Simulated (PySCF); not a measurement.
# C4H10Si: the cost of one run

The runs use PySCF 2.14.0, with density-fitted response routines of our own; the level of theory stands in each step. All values are computed, except where a source is named. Atoms count from 0, in the outputs and in this text.

### Step 1. Starting geometry

15 atoms, charge 0, multiplicity 1; geometry from: PBE0-D3(BJ)/def2-SVP.

Bonds of the start (Å): C0–C1 1.52, C1–C2 1.56, C2–Si3 1.89, Si3–C4 1.89, C4–C1 1.56, C0–H5 1.10, C0–H6 1.10, C0–H7 1.10, C1–H8 1.11, C2–H9 1.10, C2–H10 1.10, Si3–H11 1.50, Si3–H12 1.50, C4–H13 1.10, C4–H14 1.10.

### Step 2. Shielding tensors: HF/pcSseg-1

What the job is given:

```
{"job": {"kind": "nmr", "xc": "HF", "basis": "pcSseg-1", "pop": false}, "charge": 0, "multiplicity": 1}
C     -1.822190    -0.517752     0.051618
C     -0.393345    -0.379958     0.544191
C      0.679065    -1.206898    -0.221872
Si     1.901068     0.176250     0.202292
C      0.233494     1.041165     0.443415
H     -2.171544    -1.560237     0.122559
H     -1.899502    -0.208739    -1.003980
H     -2.511028     0.111929     0.637197
H     -0.355035    -0.685652     1.605635
H      0.821657    -2.247342     0.102345
H      0.462235    -1.205863    -1.304305
H      2.648657    -0.051588     1.478170
H      2.862432     0.671043    -0.832572
H      0.036691     1.724603     1.281392
H     -0.083509     1.535128    -0.491425
```

With the program's defaults for keys left out, this is: GIAO HF/pcSseg-1 NMR shielding, non-relativistic, gas phase.

Run with:

```sh
> OMP_NUM_THREADS=1 python probes_run.py task.json out
```

One launch serves the whole session: the jobs run in the order shown.

Q: Estimate the wall time and peak memory of this first job on 1 thread of Arm Neoverse V2, shared host.

About 4.8 s, with a peak of 0.74 GiB.
